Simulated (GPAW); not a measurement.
A calculation with GPAW 26.7.0 of MnS (native input, structure from a POSCAR):

run.py

```python
import numpy as np
from ase.io import read
from gpaw import PW
from gpaw.dft import DFT
from gpaw.hubbard import aoom

atoms = read('POSCAR')
atoms.set_initial_magnetic_moments([5.0, 0.0])

dft = DFT(atoms,
          mode=PW(600),
          xc='PBE',
          kpts={'size': (6, 6, 6), 'gamma': True},
          occupations={'name': 'methfessel-paxton', 'order': 0, 'width': 0.05},
          setups={'Mn': ':d,5.0'},
          nbands=23,
          convergence={'density': 0.0001, 'energy': 1e-05},
          maxiter=120,
          txt='gpaw.txt')
print(f'Energy: {dft.calculate_energy():.6f} eV')
print('Forces (eV/A):')
print(dft.calculate_forces().round(4))
print('Stress (eV/A^3):', dft.calculate_stress().round(6))
print('Moments:', dft.magmoms()[1][:, 2].round(3))
dft.write_converged()
dft.write_gpw_file('gs.gpw')
for a, l in {0: 2}.items():
    setup = dft.setups[a]
    for s, D_ii in enumerate(dft.density.D_asii[a]):
        n_mm = aoom(D_ii, l, setup.l_j, setup.n_j, setup.N0_q)[0]
        print(f'atom {a} spin {s} trace {n_mm.trace():.4f} eigenvalues', *np.linalg.eigvalsh(n_mm).round(3))
        np.savetxt(f'occupation-{a}-{s}.dat', n_mm, fmt='%8.4f')
```

File POSCAR:

```
MnS
1.0
    0.0000000000      2.6122498900      2.6122498900
    2.6122498900      0.0000000000      2.6122498900
    2.6122498900      2.6122498900      0.0000000000
Mn S
1 1
Direct
    0.0000000000      0.0000000000      0.0000000000
    0.5000000000      0.5000000000      0.5000000000
```

Potentials or basis: GPAW PAW data sets (gpaw-data 1.2.1), pw.

Command:

```console
$ OMP_NUM_THREADS=1 python run.py
```

Write the same calculation in another form: native input, structure typed inline.

As run:

run.py

```python
import numpy as np
from ase import Atoms
from gpaw import PW
from gpaw.dft import DFT
from gpaw.hubbard import aoom

atoms = Atoms(['Mn', 'S'],
              cell=[[0.0, 2.61224989, 2.61224989],
                    [2.61224989, 0.0, 2.61224989],
                    [2.61224989, 2.61224989, 0.0]],
              scaled_positions=[[0.0, 0.0, 0.0],
                                [0.5, 0.5, 0.5]],
              pbc=True)
atoms.set_initial_magnetic_moments([5.0, 0.0])

dft = DFT(atoms,
          mode=PW(600),
          xc='PBE',
          kpts={'size': (6, 6, 6), 'gamma': True},
          occupations={'name': 'methfessel-paxton', 'order': 0, 'width': 0.05},
          setups={'Mn': ':d,5.0'},
          nbands=23,
          convergence={'density': 0.0001, 'energy': 1e-05},
          maxiter=120,
          txt='gpaw.txt')
print(f'Energy: {dft.calculate_energy():.6f} eV')
print('Forces (eV/A):')
print(dft.calculate_forces().round(4))
print('Stress (eV/A^3):', dft.calculate_stress().round(6))
print('Moments:', dft.magmoms()[1][:, 2].round(3))
dft.write_converged()
dft.write_gpw_file('gs.gpw')
for a, l in {0: 2}.items():
    setup = dft.setups[a]
    for s, D_ii in enumerate(dft.density.D_asii[a]):
        n_mm = aoom(D_ii, l, setup.l_j, setup.n_j, setup.N0_q)[0]
        print(f'atom {a} spin {s} trace {n_mm.trace():.4f} eigenvalues', *np.linalg.eigvalsh(n_mm).round(3))
        np.savetxt(f'occupation-{a}-{s}.dat', n_mm, fmt='%8.4f')
```

Potentials or basis: GPAW PAW data sets (gpaw-data 1.2.1), pw.

Launch:

```console
$ OMP_NUM_THREADS=1 python run.py
```

Both were run:

|  | native input, structure from a POSCAR | native input, structure typed inline |
| --- | --- | --- |
| Pressure | 5.1 GPa | 5.1 GPa |
| Band gap on the k mesh | 1.08 eV, indirect (least direct gap 3.22 eV) | 1.08 eV, indirect (least direct gap 3.22 eV) |
| Net moment | 5.00 μB per cell | 5.00 μB per cell |
| Site moments | Mn +4.54; S +0.07 μB | Mn +4.54; S +0.07 μB |

Keys that steer only the numerical path or the files written may differ.

Caveat: a cell with one magnetic atom can't hold antiferromagnetic order, which such compounds often take.
